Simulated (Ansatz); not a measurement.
# C₃H₈SSi: small, medium and large basis sets

An exercise on one series of results from a longer session: the logs are not shown, and one member is left open.

Program: Ansatz 0.2.0, Gaussian basis. Level of theory: one geometry, several basis sets. These are calculated values, not measurements.

Plan: PBE0-D4/def2-SVP; ωB97M-V/def2-SVP; PBE0-D4/def2-QZVPP; ωB97M-V/def2-QZVPP; the functionals' def2-TZVPP values are taken from earlier runs.

## The relaxed structure

The geometry comes from an earlier relaxation with PBE0-D4 in a triple-zeta def2 set; it is a stationary point, not always the lowest conformer.

SMILES `C[SiH2]C(C)=S`, 13 atoms, charge 0, spin multiplicity 1.

Atoms are counted from 1 here; the program's logs count them from 0.

Bond lengths: C1–Si2 1.857 Å, C1–H6 1.091 Å, C1–H7 1.091 Å, C1–H8 1.093 Å, Si2–C3 1.897 Å, Si2–H9 1.492 Å, Si2–H10 1.492 Å, C3–C4 1.491 Å, C3–S5 1.620 Å, C4–H11 1.096 Å, C4–H12 1.090 Å, C4–H13 1.096 Å. Angles: Si2–C1–H6 110.6°, Si2–C1–H7 110.6°, Si2–C1–H8 110.2°, H6–C1–H7 107.8°, H6–C1–H8 108.7°, H7–C1–H8 108.7°, C1–Si2–C3 112.7°, C1–Si2–H9 111.6°, C1–Si2–H10 111.6°, C3–Si2–H9 106.8°, C3–Si2–H10 106.7°, H9–Si2–H10 107.0°, Si2–C3–C4 117.5°, Si2–C3–S5 119.8°, C4–C3–S5 122.7°, C3–C4–H11 109.9°, C3–C4–H12 111.9°, C3–C4–H13 109.9° and more.

The first run:

Contents of in.yaml:

```yaml
crystal:
  periodic: [false, false, false]
  atoms:
    - {symbol: C, position_ang: [-0.922515, 1.418953, 1.484279]}
    - {symbol: Si, position_ang: [-0.626313, 0.582790, -0.147624]}
    - {symbol: C, position_ang: [0.724049, -0.745823, -0.055517]}
    - {symbol: C, position_ang: [1.044800, -1.491027, -1.306902]}
    - {symbol: S, position_ang: [1.479059, -1.029533, 1.349925]}
    - {symbol: H, position_ang: [-1.231186, 0.692575, 2.238136]}
    - {symbol: H, position_ang: [-0.010953, 1.902648, 1.839595]}
    - {symbol: H, position_ang: [-1.705090, 2.175227, 1.384932]}
    - {symbol: H, position_ang: [-1.858619, -0.090035, -0.651746]}
    - {symbol: H, position_ang: [-0.200613, 1.556426, -1.194631]}
    - {symbol: H, position_ang: [0.144441, -1.988940, -1.685088]}
    - {symbol: H, position_ang: [1.831650, -2.229413, -1.150086]}
    - {symbol: H, position_ang: [1.351889, -0.788551, -2.090372]}
basis:
  gaussian: {orbitals: def2-SVP}
hamiltonian: {xc: pbe0, dispersion: d4}
output: {orbitals: {seedname: orbitals}}
```

On the command line:

```console
> ansatz run in.yaml --threads 4 --pin off --events-out ev --progress --plain --max-ram 10444MiB
```

Among the steps run: PBE0-D4 in def2-SVP; ωB97M-V in def2-SVP; PBE0-D4 in def2-QZVPP; ωB97M-V in def2-QZVPP.

One table of the session follows, with a row left open; its other results are not shown here.

It belongs to the step «Density functionals: the series». 

```
functional       basis  HOMO (eV)  LUMO (eV)
   PBE0-D4    def2-SVP      -6.11      -2.17
   PBE0-D4  def2-TZVPP      -6.24      -2.32
   PBE0-D4  def2-QZVPP          ?          ?
   ωB97M-V    def2-SVP      -8.27       0.04
   ωB97M-V  def2-TZVPP      -8.43      -0.18
   ωB97M-V  def2-QZVPP      -8.46      -0.25
```

Estimate the missing values for PBE0-D4, def2-QZVPP.

The run gave: HOMO (eV): -6.26; LUMO (eV): -2.36. In the column «HOMO (eV)» it lies between ωB97M-V, def2-SVP (-8.27) and PBE0-D4, def2-TZVPP (-6.24).
